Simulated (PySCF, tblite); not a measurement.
# C3H9FGe: geometry, infrared bands, NMR shifts and spin-spin couplings

What infrared bands, NMR shifts and spin-spin couplings should C3H9FGe (`[CH3][GeH2][C@@H](C)F`) show?

The runs use tblite 0.8.0 and PySCF 2.14.0, with density-fitted response routines of our own; the level of theory stands in each step. All values are computed, except where a source is named. Atoms count from 0, in the outputs and in this text.

**1. The molecule as given**

14 atoms, charge 0, multiplicity 1; geometry from: force field or distance geometry start.

Bonds of the start (Å): C0–Ge1 1.95, Ge1–C2 1.94, C2–C3 1.54, C2–F4 1.38, C0–H5 1.12, C0–H6 1.09, C0–H7 1.11, Ge1–H8 1.57, Ge1–H9 1.56, C2–H10 1.10, C3–H11 1.13, C3–H12 1.12, C3–H13 1.09.

**2. Optimising the geometry with GFN2-xTB**

What the job is given:

```
{"job": {"kind": "relax", "xc": "GFN2-xTB", "basis": "xTB"}, "charge": 0, "multiplicity": 1}
C      2.268900     0.310900     0.183300
Ge     0.459500     0.043800     0.855700
C     -0.711700    -0.679500    -0.512700
C     -2.031800     0.089100    -0.352000
F     -0.181800    -0.493000    -1.773200
H      2.360500    -0.371700    -0.694600
H      2.998800     0.025500     0.945700
H      2.334800     1.374800    -0.120500
H      0.478500    -0.889700     2.117400
H     -0.083400     1.435400     1.293000
H     -0.912100    -1.745000    -0.320900
H     -2.663000    -0.380800     0.460700
H     -1.733400     1.099700     0.022700
H     -2.584600     0.180000    -1.286600
```

Launch:

```bash
> OMP_NUM_THREADS=1 python probes_run.py task.json out
```

This one command runs all jobs of the session in turn.

What it wrote:

```text
step      E/eV     max force
  0    -479.86497    1.792
  1    -480.00599    0.958
  2    -480.09673    0.575
  3    -480.12350    0.534
  4    -480.16442    0.361
  5    -480.18059    0.364
  6    -480.20243    0.445
  7    -480.22256    0.494
  8    -480.24256    0.382
  9    -480.25434    0.243
 10    -480.26216    0.251
 11    -480.26898    0.287
 12    -480.27490    0.199
 13    -480.27895    0.162
 14    -480.28227    0.157
 15    -480.28631    0.249
 16    -480.29168    0.270
 17    -480.29726    0.252
 18    -480.30146    0.163
 19    -480.30438    0.165
 20    -480.30718    0.186
 21    -480.30986    0.149
 22    -480.31169    0.120
 23    -480.31289    0.087
 24    -480.31404    0.111
 25    -480.31560    0.122
 26    -480.31761    0.161
 27    -480.31949    0.123
 28    -480.32092    0.088
 29    -480.32217    0.096
 30    -480.32363    0.119
 31    -480.32515    0.123
 32    -480.32639    0.098
 33    -480.32735    0.080
 34    -480.32837    0.082
 35    -480.32961    0.109
 36    -480.33087    0.103
 37    -480.33190    0.084
 38    -480.33279    0.072
 39    -480.33379    0.114
 40    -480.33475    0.106
 41    -480.33547    0.064
 42    -480.33606    0.082
 43    -480.33676    0.078
 44    -480.33772    0.113
 45    -480.33894    0.083
 46    -480.33977    0.075
 47    -480.34023    0.069
 48    -480.34086    0.084
 49    -480.34159    0.080
 50    -480.34215    0.047
 51    -480.34248    0.049
 52    -480.34272    0.049
 53    -480.34301    0.060
 54    -480.34336    0.046
 55    -480.34367    0.054
 56    -480.34402    0.056
 57    -480.34449    0.091
 58    -480.34517    0.111
 59    -480.34596    0.094
 60    -480.34661    0.070
 61    -480.34711    0.072
 62    -480.34772    0.096
 63    -480.34854    0.143
 64    -480.34958    0.151
 65    -480.35070    0.106
 66    -480.35175    0.092
 67    -480.35226    0.142
 68    -480.35354    0.081
 69    -480.35430    0.067
 70    -480.35490    0.043
 71    -480.35504    0.027
 72    -480.35521    0.031
 73    -480.35536    0.034
 74    -480.35556    0.032
 75    -480.35574    0.032
 76    -480.35595    0.036
 77    -480.35624    0.049
 78    -480.35674    0.050
 79    -480.35748    0.067
 80    -480.35844    0.074
 81    -480.35905    0.099
 82    -480.35993    0.070
 83    -480.36034    0.054
 84    -480.36126    0.068
 85    -480.36205    0.063
 86    -480.36332    0.075
 87    -480.36445    0.086
 88    -480.36498    0.057
 89    -480.36531    0.040
 90    -480.36555    0.045
 91    -480.36584    0.043
 92    -480.36599    0.024
 93    -480.36608    0.027
 94    -480.36618    0.030
 95    -480.36630    0.025
 96    -480.36639    0.019
 97    -480.36648    0.024
 98    -480.36658    0.029
 99    -480.36671    0.035
100    -480.36685    0.027
101    -480.36695    0.019
102    -480.36703    0.018
103    -480.36710    0.018
104    -480.36718    0.021
105    -480.36726    0.021
106    -480.36732    0.018
107    -480.36739    0.026
108    -480.36749    0.037
109    -480.36761    0.039
110    -480.36776    0.029
111    -480.36794    0.032
112    -480.36816    0.035
113    -480.36841    0.039
114    -480.36867    0.040
115    -480.36896    0.048
116    -480.36930    0.048
117    -480.36989    0.055
118    -480.37103    0.081
119    -480.37231    0.121
120    -480.37262    0.105
121    -480.37340    0.099
122    -480.37362    0.084
123    -480.37404    0.024
124    -480.37413    0.023
125    -480.37427    0.024
126    -480.37437    0.023
127    -480.37446    0.022
128    -480.37452    0.021
129    -480.37456    0.016
130    -480.37457    0.016
131    -480.37459    0.012
132    -480.37461    0.012
133    -480.37464    0.013
134    -480.37467    0.013
135    -480.37469    0.011
136    -480.37471    0.009
```

Wall time 1.1 s (1 thread of Arm Neoverse N1, shared host).

Relaxation path: (not every step is listed)

| step | energy from step 0 (eV) | largest force (eV/Å) |
| --- | --- | --- |
| 0 | 0.0000 | 1.7922 |
| 1 | -0.1410 | 0.9582 |
| 2 | -0.2318 | 0.5746 |
| 3 | -0.2585 | 0.5338 |
| 4 | -0.2994 | 0.3608 |
| 5 | -0.3156 | 0.3644 |
| 6 | -0.3375 | 0.4446 |
| 7 | -0.3576 | 0.4939 |
| 8 | -0.3776 | 0.3824 |
| 20 | -0.4422 | 0.1859 |
| 32 | -0.4614 | 0.0977 |
| 44 | -0.4727 | 0.1130 |
| 56 | -0.4790 | 0.0564 |
| 68 | -0.4886 | 0.0807 |
| 80 | -0.4935 | 0.0740 |
| 92 | -0.5010 | 0.0243 |
| 104 | -0.5022 | 0.0206 |
| 116 | -0.5043 | 0.0477 |
| 128 | -0.5095 | 0.0212 |
| 131 | -0.5096 | 0.0122 |
| 132 | -0.5096 | 0.0121 |
| 133 | -0.5097 | 0.0134 |
| 134 | -0.5097 | 0.0131 |
| 135 | -0.5097 | 0.0110 |
| 136 | -0.5097 | 0.0090 |

Close pairs (by a distance rule), those that changed most:

| bond | before (Å) | after (Å) | change (Å) |
| --- | --- | --- | --- |
| Ge1–H8 | 1.570 | 1.507 | -0.062 |
| Ge1–C2 | 1.941 | 2.003 | +0.062 |
| Ge1–H9 | 1.556 | 1.504 | -0.053 |
| C3–H11 | 1.131 | 1.087 | -0.044 |
| C3–H12 | 1.118 | 1.088 | -0.030 |
| C0–H5 | 1.116 | 1.087 | -0.028 |
| C2–C3 | 1.536 | 1.514 | -0.022 |
| C0–H7 | 1.108 | 1.087 | -0.021 |

The final coordinates are the input of the step that follows.

**3. Infrared spectrum with GFN2-xTB**

What the job is given:

```
{"job": {"kind": "ir", "xc": "GFN2-xTB", "basis": "xTB"}, "charge": 0, "multiplicity": 1}
C      2.379091     0.056329     0.252998
Ge     0.523400     0.195692     0.884449
C     -0.737068    -0.289331    -0.594563
C     -2.203152    -0.077649    -0.279891
F     -0.377866     0.525453    -1.668977
H      2.624388    -0.974747     0.009926
H      3.081023     0.406798     1.004942
H      2.506367     0.658199    -0.643443
H      0.258502    -0.705900     2.063011
H      0.197653     1.594749     1.329303
H     -0.567327    -1.312818    -0.947580
H     -2.490988    -0.734427     0.537388
H     -2.373940     0.954277     0.019763
H     -2.820760    -0.297097    -1.149417
```

What it wrote:

```text
mode    cm-1     km/mol
  1      36.9      2.53
  2     105.7      1.09
  3     125.2      0.32
  4     188.5      0.90
  5     230.1      8.41
  6     238.1      2.00
  7     371.2     27.93
  8     429.2     22.17
  9     525.0      8.76
 10     593.0     31.16
 11     625.9     79.62
 12     648.0    139.61
 13     799.3    235.58
 14     822.9     76.17
 15     839.4    136.68
 16     890.6     30.50
 17     994.3     12.01
 18    1064.9     42.98
 19    1109.5     11.02
 20    1226.2     18.21
 21    1285.8      4.47
 22    1324.2      5.08
 23    1397.1      7.61
 24    1451.0      0.84
 25    1453.6      0.14
 26    1471.5      2.04
 27    1489.0      5.43
 28    1939.5    289.22
 29    2007.2    521.10
 30    2899.5     51.25
 31    3011.7     20.70
 32    3016.1     13.07
 33    3017.9     12.85
 34    3018.7     43.03
 35    3028.4     20.17
 36    3034.5     24.39
```

Run time: 0.53 s. Hardware: 1 thread of Arm Neoverse N1, shared host.

The strongest bands and the atoms that carry them (share of the mass-weighted mode):

| cm⁻¹ | km/mol | atoms |
| --- | --- | --- |
| 626 | 79.6 | H8 54 %, C2 16 % |
| 648 | 139.6 | H9 58 %, H8 15 % |
| 799 | 235.6 | H6 36 %, C0 14 %, H5 13 %, H9 12 % |
| 823 | 76.2 | H7 32 %, H5 29 %, C0 17 %, H8 11 % |
| 839 | 136.7 | H9 45 %, H8 41 % |
| 1940 | 289.2 | H8 67 %, H9 32 % |
| 2007 | 521.1 | H9 67 %, H8 31 % |
| 2900 | 51.2 | H10 93 % |

**4. Shielding tensors: PBE0/pcSseg-1**

Settings changed since step 3:

```diff
@@ -1,2 +1,2 @@
-{"job": {"kind": "ir", "xc": "GFN2-xTB", "basis": "xTB"}, "charge": 0, "multiplicity": 1}
+{"job": {"kind": "nmr", "xc": "PBE0", "basis": "pcSseg-1"}, "charge": 0, "multiplicity": 1}
 C      2.379091     0.056329     0.252998
```

Method: GIAO PBE0/pcSseg-1 NMR shielding, non-relativistic, gas phase.

What it wrote:

```text
coarse grid: 50504 points
cycle   1  E = -2295.7323650305  dE = -4.746e-01  |g| = 9.792e-01  |ddm| = 3.198e+00
cycle   2  E = -2295.6766791732  dE =  5.569e-02  |g| = 1.100e+00  |ddm| = 1.090e+00
cycle   3  E = -2295.8212389214  dE = -1.446e-01  |g| = 1.393e-01  |ddm| = 7.146e-01
cycle   4  E = -2295.8238763036  dE = -2.637e-03  |g| = 5.740e-02  |ddm| = 1.022e-01
cycle   5  E = -2295.8243411798  dE = -4.649e-04  |g| = 5.832e-03  |ddm| = 3.527e-02
cycle   6  E = -2295.8243480258  dE = -6.846e-06  |g| = 1.689e-03  |ddm| = 7.132e-03
final grid: 106616 points
cycle   7  E = -2295.8243519638  dE =  1.453e-07  |g| = 1.956e-03  |ddm| = 3.282e-03
cycle   8  E = -2295.8243515830  dE =  3.808e-07  |g| = 2.411e-03  |ddm| = 3.388e-03
cycle   9  E = -2295.8243528641  dE = -1.281e-06  |g| = 1.345e-04  |ddm| = 1.784e-03
cycle  10  E = -2295.8243528668  dE = -2.699e-09  |g| = 2.552e-05  |ddm| = 9.797e-05
cycle  11  E = -2295.8243528670  dE = -1.232e-10  |g| = 3.599e-06  |ddm| = 1.821e-05
converged SCF energy = -2295.8243528670

GIAO shielding tensors (ppm)
atom      isotropic    diamagn.    paramagn.     s11        s22        s33       span
  0 C      195.201     250.661     -55.460    189.715    196.292    199.597      9.882
  1 Ge    1469.978    2756.502   -1286.524   1353.502   1466.678   1589.754    236.252
  2 C       95.219     246.049    -150.831     48.879     77.125    159.652    110.773
  3 C      164.078     248.258     -84.180    147.477    159.813    184.944     37.467
  4 F      408.264     476.554     -68.291    374.607    401.978    448.205     73.598
  5 H       31.345      30.160       1.185     26.119     28.248     39.668     13.549
  6 H       31.433      28.511       2.923     25.939     27.933     40.428     14.489
  7 H       31.011      30.476       0.535     25.378     29.031     38.623     13.245
  8 H       27.775      30.180      -2.406     21.079     23.071     39.175     18.097
  9 H       27.883      30.229      -2.346     21.470     23.446     38.733     17.262
 10 H       26.570      31.428      -4.858     24.892     25.463     29.355      4.464
 11 H       30.541      29.550       0.991     26.046     29.003     36.573     10.527
 12 H       29.967      30.012      -0.045     25.653     29.510     34.740      9.087
 13 H       29.646      28.238       1.407     25.428     26.933     36.577     11.149
```

Wall time 34 s (1 thread of Arm Neoverse N1, shared host); peak memory 0.8 GiB.

The references, computed at this level on geometries of the same kind, shield at (ppm): 1H TMS 31.72, 13C TMS 186.9, 19F CFCl3 170.9, 73Ge GeMe4 1331. Their shielding less the atom's gives the shift. The references are single molecules in the gas phase, so shifts against H2O, NH3, PH3, H3PO4 or CFCl3 are not on the usual liquid scales and can be off by tens of ppm. Atoms listed in one row are averaged.

| atoms | environment | σ (ppm) | δ (ppm) |
| --- | --- | --- | --- |
| C2 | sp3 CH bonded to F and Ge | 95.2 | 91.7 |
| C3 | methyl carbon | 164.1 | 22.8 |
| C0 | methyl carbon bonded to Ge | 195.2 | -8.3 |
| H10 | hydrogen on an sp3 CH bonded to F and Ge | 26.57 | 5.15 |
| H8 | hydrogen on a germanium bonded to 2 C | 27.77 | 3.94 |
| H9 | hydrogen on a germanium bonded to 2 C | 27.88 | 3.83 |
| H11, H12, H13 | hydrogen on a methyl carbon | 30.05 | 1.67 |
| H5, H6, H7 | hydrogen on a methyl carbon bonded to Ge | 31.26 | 0.45 |
| Ge1 | germanium bonded to 2 C, 2 H | 1470 | -139 |
| F4 | fluorine on an sp3 carbon | 408.3 | -237.3 |

Charges from the same density, by scheme (e):

| atoms | Mulliken | IAO | Hirshfeld | ESP fit |
| --- | --- | --- | --- | --- |
| C0 | -0.55 | -0.67 | -0.20 | -0.61 |
| Ge1 | 0.38 | 0.63 | 0.33 | 0.45 |
| C2 | -0.11 | -0.04 | -0.01 | 0.24 |
| C3 | -0.25 | -0.43 | -0.13 | -0.50 |
| F4 | -0.35 | -0.34 | -0.13 | -0.27 |

Mayer bond orders: C0–Ge1 1.02, Ge1–C2 0.87, C2–C3 1.03, C2–F4 0.82.

**5. J couplings: B3LYP/pcSseg-1+pcJ-1**

Settings changed since step 4:

```diff
@@ -1,2 +1,2 @@
-{"job": {"kind": "nmr", "xc": "PBE0", "basis": "pcSseg-1"}, "charge": 0, "multiplicity": 1}
+{"job": {"kind": "j", "xc": "B3LYP", "basis": "pcJ-1"}, "charge": 0, "multiplicity": 1}
 C      2.379091     0.056329     0.252998
```

Method: B3LYP/pcJ-1 Ge:pcSseg-1 indirect spin-spin coupling, non-relativistic, gas phase.

What it wrote:

```text
coarse grid: 50504 points
cycle   1  E = -2296.3130078219  dE = -5.023e-01  |g| = 1.071e+00  |ddm| = 2.916e+00
cycle   2  E = -2296.2188044630  dE =  9.420e-02  |g| = 1.283e+00  |ddm| = 1.268e+00
cycle   3  E = -2296.4213330392  dE = -2.025e-01  |g| = 1.706e-01  |ddm| = 8.616e-01
cycle   4  E = -2296.4251370737  dE = -3.804e-03  |g| = 7.286e-02  |ddm| = 1.260e-01
cycle   5  E = -2296.4258584146  dE = -7.213e-04  |g| = 8.477e-03  |ddm| = 4.403e-02
cycle   6  E = -2296.4258742481  dE = -1.583e-05  |g| = 2.461e-03  |ddm| = 1.009e-02
cycle   7  E = -2296.4258756312  dE = -1.383e-06  |g| = 6.699e-04  |ddm| = 2.290e-03
final grid: 106616 points
cycle   8  E = -2296.4258821953  dE = -1.099e-08  |g| = 8.133e-04  |ddm| = 1.934e-03
cycle   9  E = -2296.4258820988  dE =  9.654e-08  |g| = 1.056e-03  |ddm| = 1.391e-03
cycle  10  E = -2296.4258823516  dE = -2.528e-07  |g| = 8.194e-05  |ddm| = 7.605e-04
cycle  11  E = -2296.4258823527  dE = -1.120e-09  |g| = 2.087e-05  |ddm| = 6.361e-05
cycle  12  E = -2296.4258823527  dE = -6.912e-11  |g| = 2.155e-06  |ddm| = 1.451e-05
converged SCF energy = -2296.4258823527

Indirect spin-spin couplings (Hz)
  i      j    bonds     total        FC       PSO       DSO        SD
  0 C    2 C    2      2.037     2.129    -0.037    -0.055         -
  0 C    3 C    3      2.009     2.105     0.019    -0.115         -
  0 C    4 F    3      0.178     0.255    -0.079     0.018    -0.016
  0 C    5 H    1    135.237   132.732     1.562     0.943         -
  0 C    6 H    1    136.894   134.422     1.550     0.922         -
  0 C    7 H    1    137.155   134.735     1.462     0.959         -
  0 C    8 H    2      7.047     7.615     0.118    -0.686         -
  0 C    9 H    2      8.171     8.723     0.115    -0.666         -
  0 C   10 H    3     -0.210    -0.173     0.023    -0.060         -
  0 C   12 H    4     -0.227     0.051     0.151    -0.429         -
  0 C   13 H    4      2.133     2.282     0.212    -0.361         -
  2 C    3 C    1     36.124    36.903    -1.074     0.296         -
  2 C    4 F    1   -227.574  -289.319    35.866     1.091    24.787
  2 C    5 H    3      0.034     0.132    -0.071    -0.027         -
  2 C    6 H    3      6.162     6.496     0.225    -0.559         -
  2 C    7 H    3      0.169     0.240    -0.048    -0.023         -
  2 C    8 H    2     14.286    14.751    -0.056    -0.409         -
  2 C    9 H    2      4.345     4.808    -0.041    -0.422         -
  2 C   10 H    1    153.505   152.400    -0.398     1.503         -
  2 C   11 H    2      2.898     2.666     0.038     0.194         -
  2 C   12 H    2     -6.922    -6.975    -0.109     0.163         -
  2 C   13 H    2     -5.803    -5.858    -0.018     0.073         -
  3 C    4 F    2     19.148    19.392    -1.224     0.033     0.947
  3 C    5 H    4     -0.364    -0.227     0.170    -0.307         -
  3 C    6 H    4      0.202     0.405     0.229    -0.432         -
  3 C    7 H    4     -0.374    -0.242     0.169    -0.301         -
  3 C    8 H    3     -0.435    -0.376     0.031    -0.090         -
  3 C    9 H    3      0.957     0.971    -0.008    -0.006         -
  3 C   10 H    2     -1.471    -1.469     0.023    -0.025         -
  3 C   11 H    1    128.350   126.327     1.237     0.786         -
  3 C   12 H    1    135.253   133.359     1.072     0.823         -
  3 C   13 H    1    137.420   135.604     1.059     0.756         -
  4 F    5 H    4      0.450     0.189     0.678    -0.267    -0.150
  4 F    6 H    4     -0.162     0.220     0.938    -1.225    -0.095
  4 F    7 H    4      0.518     0.376    -1.005     1.125     0.022
  4 F    8 H    3     29.739    32.327     0.727    -3.265    -0.050
  4 F    9 H    3      1.000     0.950     0.757    -0.481    -0.226
  4 F   10 H    2     54.556    46.057    11.847    -0.227    -3.122
  4 F   11 H    3     57.443    58.331     1.035    -1.821    -0.101
  4 F   12 H    3      7.483     5.798     1.873     0.128    -0.316
  4 F   13 H    3     14.694    13.109     1.871     0.068    -0.354
  5 H    6 H    2    -13.579   -14.601     3.024    -2.001         -
  5 H    7 H    2    -13.498   -14.545     2.924    -1.877         -
  5 H    8 H    3      0.301     0.904     0.270    -0.873         -
  5 H    9 H    3      9.400    11.794     1.654    -4.048         -
  5 H   11 H    5     -0.534    -0.030     0.463    -0.968         -
  5 H   12 H    5     -0.651     0.012     0.825    -1.488         -
  5 H   13 H    5     -0.484    -0.200     0.713    -0.996         -
  6 H    7 H    2    -13.647   -14.673     2.990    -1.964         -
  6 H    8 H    3     -0.870    -0.104     0.430    -1.196         -
  6 H    9 H    3     -0.163     0.396     0.261    -0.819         -
  6 H   10 H    4     -1.049    -0.456     1.016    -1.609         -
  6 H   11 H    5     -0.681     0.076     0.737    -1.494         -
  6 H   12 H    5     -0.742    -0.002     0.687    -1.426         -
  6 H   13 H    5      0.367     0.844     0.969    -1.446         -
  7 H    8 H    3      8.929    11.369     1.649    -4.089         -
  7 H    9 H    3     -0.551     0.186     0.341    -1.078         -
  7 H   11 H    5     -0.643    -0.028     0.814    -1.429         -
  7 H   12 H    5     -0.471    -0.004     0.463    -0.930         -
  7 H   13 H    5     -0.421    -0.165     0.743    -1.000         -
  8 H    9 H    2      8.083    11.162     0.950    -4.029         -
  8 H   10 H    3     -1.468    -0.960     0.176    -0.684         -
  8 H   11 H    4      1.046     0.513    -0.730     1.264         -
  8 H   12 H    4     -0.215     0.318     0.315    -0.848         -
  8 H   13 H    4     -0.905    -0.577     1.041    -1.370         -
  9 H   10 H    3      5.201     7.375     1.629    -3.803         -
  9 H   11 H    4     -0.189     0.122     0.264    -0.574         -
  9 H   12 H    4      0.659    -0.142    -1.002     1.803         -
  9 H   13 H    4     -0.468    -0.261     1.046    -1.253         -
 10 H   11 H    3      2.159     1.766     0.349     0.044         -
 10 H   12 H    3     15.804    15.638     2.697    -2.531         -
 10 H   13 H    3      6.408     6.143     0.234     0.030         -
 11 H   12 H    2    -13.978   -14.517     2.729    -2.190         -
 11 H   13 H    2    -14.136   -14.538     2.822    -2.420         -
 12 H   13 H    2    -11.872   -12.284     2.685    -2.273         -
```

Run time: 94 s. Hardware: 1 thread of Arm Neoverse N1, shared host; peak memory 0.99 GiB.

Couplings of 1 Hz or more, nine at most for each number of bonds, with means over like pairs (isotopes 13C, 19F, 1H):

| pair | bonds | J (Hz) | Fermi contact (Hz) | dihedral (°) |
| --- | --- | --- | --- | --- |
| C2–F4 | 1 | -227.6 | -289.3 | – |
| C2–H10 | 1 | 153.5 | 152.4 | – |
| C0–H5 | 1 | 136.4 | 134.0 | – |
| C3–H11 | 1 | 133.7 | 131.8 | – |
| C2–C3 | 1 | 36.1 | 36.9 | – |
| F4–H10 | 2 | 54.6 | 46.1 | – |
| C3–F4 | 2 | 19.1 | 19.4 | – |
| C2–H8 | 2 | 14.3 | 14.8 | – |
| H5–H6 | 2 | -13.6 | -14.6 | – |
| H11–H12 | 2 | -13.3 | -13.8 | – |
| C0–H9 | 2 | 8.2 | 8.7 | – |
| H8–H9 | 2 | 8.1 | 11.2 | – |
| C0–H8 | 2 | 7.0 | 7.6 | – |
| C2–H9 | 2 | 4.3 | 4.8 | – |
| F4–H8 | 3 | 29.7 | 32.3 | -176 |
| F4–H11 | 3 | 26.5 | 25.7 | – |
| H10–H11 | 3 | 8.1 | 7.8 | – |
| H9–H10 | 3 | 5.2 | 7.4 | -179 |
| H5–H9 | 3 | 2.9 | 4.1 | – |
| H5–H8 | 3 | 2.8 | 4.1 | – |
| C2–H5 | 3 | 2.1 | 2.3 | – |
| C0–C3 | 3 | 2.0 | 2.1 | -174 |
| H8–H10 | 3 | -1.5 | -1.0 | -63 |

The spin-dipole term was solved for some atoms only; pairs without it lack that part.

The response was solved for the nuclei of C, F, H alone, so couplings that need other nuclei can be missing.

Quadrupole couplings from the field gradients of the same density:

| atom | isotope | eQq/h (MHz) | η |
| --- | --- | --- | --- |
| Ge1 | 73Ge | -12.9 | 0.29 |

Shifts (PBE0/pcSseg-1, unscaled) and these couplings together give the proton spectrum at 400 MHz below.

1H NMR δ 5.15 (m, 1H), 3.94 (m, 1H), 3.83 (m, 1H), 1.67 (dd, J = 26.5, 8.1 Hz, 3H), 0.45 (t, J = 2.8 Hz, 3H).

**6. Results**

| quantity | value |
| --- | --- |
| strongest single infrared mode (GFN2-xTB) | 2007 cm⁻¹, 521 km/mol |
| zero-point energy (GFN2-xTB) | 66.8 kcal/mol |
| 13C shifts against TMS (PBE0/pcSseg-1) | 91.7, 22.8, -8.3 ppm |
| 1H shifts against TMS (PBE0/pcSseg-1, means over atoms taken as alike) | 5.15, 3.94, 3.83, 1.67, 0.45 ppm |
| 73Ge shifts against GeMe4 (PBE0/pcSseg-1) | -139 ppm |
| 19F shifts against CFCl3 (PBE0/pcSseg-1) | -237.3 ppm |
| largest coupling of the table (B3LYP/pcSseg-1+pcJ-1) | 1J(C,F) C2–F4, -227.6 Hz |

In words: Over 136 steps the energy fell by 0.510 eV; of the close pairs, Ge1–H8 changed most, 1.570 to 1.507 Å. No mode is imaginary among the 36: a minimum at this level. The strongest single mode, at 2007 cm⁻¹, moves mainly H9. Unscaled tight-binding wavenumbers are off by several per cent, some by more. Its intensities can rank the bands wrongly. The most deshielded carbon is C2 (sp3 CH bonded to F and Ge), at 91.7 ppm: deshielded by the electronegative neighbour. The most deshielded hydrogen is H10 (hydrogen on an sp3 CH bonded to F and Ge), at 5.15 ppm: its carbon carries F, hence the downfield position. At PBE0/pcSseg-1: The widest tensor belongs to Ge1: span 236 ppm, with a paramagnetic part of -1287 ppm. In the run at B3LYP/pcSseg-1+pcJ-1, the largest coupling of the table is C2–F4, -227.6 Hz, of which the Fermi-contact term gives -289.3 Hz. Couplings across rotatable bonds belong to this one conformer; where others are populated, the observed values are averages. Spin-orbit coupling is left out, which matters for shieldings and couplings at and beside the heavy atoms.
